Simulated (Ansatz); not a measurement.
Runs of Ansatz 0.2.0 on Cu2IBr. It takes space group R-3m (No. 166, trigonal). The conventional cell has a = 3.937 Å, b = 3.937 Å, c = 19.163 Å, α = 90.00°, β = 90.00°, γ = 120.00°. I (site symmetry -3m) has 6 Cu at 2.79 Å as nearest neighbours. Br (site symmetry -3m) has 6 Cu at 2.77 Å as nearest neighbours. Cu (site symmetry 3m) has 3 Br at 2.77 Å and 3 I at 2.79 Å as nearest neighbours. The cell comes from a database or a generator and needn't be the stable form of this composition.

```csv
level,U,hubbard projectors,double counting,gap on the mesh (eV),pressure (GPa),largest force (eV/Å)
LDA+U,Cu d U = 1 eV,ortho-atomic (the default),fll (the default),none,-5.3,0.01
LDA+U,Cu d U = 8 eV,ortho-atomic (the default),fll (the default),0.77,-3.9,0.07
LDA+U,Cu d U = 3 eV,ortho-atomic (the default),fll (the default),0.20,-4.8,0.02
LDA+U,Cu d U = 5 eV,ortho-atomic (the default),fll (the default),0.48,(b),0.04
LDA,-,-,-,none,-5.6,0.01
LDA+U,Cu d U = 4 eV,ortho-atomic (the default),fll (the default),0.35,(c),0.03
LDA+U,Cu d U = 6 eV,ortho-atomic (the default),fll (the default),(a),-4.2,0.05
LDA+U,Cu d U = 2 eV,ortho-atomic (the default),fll (the default),none,-5.1,0.02
```

Alike in all rows: task band structure; potentials or basis Ansatz PAW; no spin polarisation; cell as given; k mesh 8 × 8 × 8; cutoff (eV) 420; smearing fermi-dirac 0.05 eV.

Q: Fill in the values left out.

A: (a) 0.59; (b) -4.4; (c) -4.6.

Caveats: spin-orbit coupling is left out, which moves the levels of the heavy elements; the PAW data sets come from PBE, with cores solved anew for the run's functional, which leaves a small shift of forces and pressure; the run has no spin polarisation, though such a crystal can be magnetic (some runs); U without spin polarisation on a metal has little footing (some runs); semilocal functionals often make such compounds metallic where correlation or magnetic order opens a gap, which also shifts bond lengths (some runs).

A k mesh can miss the band edges, and the runs leave out spin-orbit coupling on Br, I.

A gap of «none» marks a metal or a gap under the smearing width.
